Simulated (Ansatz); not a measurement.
CsLiCr2Te2S3:

```
CELL_PARAMETERS angstrom
3.67471 -0.00018 -0.00146
0.00068 6.25849 0.00267
0.09970 0.01509 18.87835
ATOMIC_POSITIONS crystal
Cs 0.00702 0.99658 0.60964
Cs 0.50622 0.49563 0.63737
Li 0.49757 0.83290 0.98554
Li 0.99760 0.33501 0.98513
Cr 0.99390 0.00068 0.13453
Cr 0.49393 0.50024 0.13461
Cr 0.00147 0.66940 0.83098
Cr 0.50140 0.16737 0.83340
Te 0.01027 0.59621 0.46271
Te 0.51068 0.22697 0.45459
Te 0.49158 0.83669 0.22777
Te 0.99165 0.33648 0.22784
S 0.99971 0.99979 0.90043
S 0.49974 0.50461 0.89926
S 0.99553 0.66614 0.07188
S 0.49551 0.16656 0.07160
S 0.50316 0.84068 0.76492
S 0.00305 0.32804 0.76778
```

The cell was built by a generator and needn't be a form met in nature.

| Property | Result |
| --- | --- |
| Program | Ansatz 0.2.0 |
| Task | relaxation of cell and atoms |
| Functional | RPBE |
| Potentials or basis | Ansatz PAW |
| Cutoff | 420 eV (not typed: the program's choice for these potentials) |
| k mesh | 5 × 3 × 1 |
| Occupations | fermi-dirac, width 0.05 eV |
| Spin | collinear spin, ferromagnetic start |
| Starting moments | [0.0, 0.0, 0.0, 0.0, 3.0, 3.0, 3.0, 3.0, 0.0, 0.0, 0.0, 0.0, 0.0, 0.0, 0.0, 0.0, 0.0, 0.0] μB |

At the start: volume 24.12 Å³/atom.

Task: How do energy, volume and symmetry change on relaxing?

Result: It ends after 15 steps and the volume is 27.19 Å³/atom (+12.7 %); space group P1 (No. 1, to 0.05 Å); moment 11.39 μB per cell.

The path:
```tsv
step	energy change (eV)	largest force (eV/Å)	volume (Å³)
1	0.0000	0.1364	434.17
2	-0.1491	0.2070	462.09
3	-0.1741	0.0680	469.52
4	-0.1812	0.0340	475.41
5	-0.1826	0.0283	478.74
6	-0.1828	0.0151	479.81
7	-0.1829	0.0070	480.26
8	-0.1829	0.0180	480.46
9	-0.1830	0.0073	480.29
10	-0.1938	0.0076	480.29
11	-0.1944	0.0053	482.65
12	-0.1947	0.0102	487.41
13	-0.1946	0.0106	488.99
14	-0.1946	0.0021	489.35
15	-0.1957	0.0020	489.35
```

Final structure:
```
Cs Li Cr Te S
1.0
     3.72278   -0.00029   -0.00293
     0.00051    6.40726   -0.00767
     0.09409   -0.01645   20.51518
Cs Li Cr Te S
2 2 4 4 6
Direct
  0.00555 0.99923 0.62416
  0.50483 0.49545 0.65835
  0.49807 0.83400 0.98041
  0.99808 0.33712 0.98031
  0.99519 0.00133 0.11832
  0.49518 0.50084 0.11844
  0.00114 0.66950 0.83517
  0.50109 0.16670 0.83751
  0.00826 0.58644 0.49388
  0.50857 0.23326 0.47966
  0.49341 0.83532 0.20327
  0.99341 0.33499 0.20338
  0.99980 0.99919 0.89893
  0.49983 0.50449 0.89781
  0.99640 0.66677 0.06001
  0.49641 0.16729 0.05971
  0.50242 0.84124 0.77372
  0.00235 0.32681 0.77695
```

Caveat: the plane-wave basis is chosen anew once the cell has moved, so the energies of steps on either side of that aren't comparable; only a ferromagnetic start was run, and an antiferromagnetic order may lie lower in energy; the PAW data sets come from PBE, with cores solved anew for the run's functional, which leaves a small shift of forces and pressure.
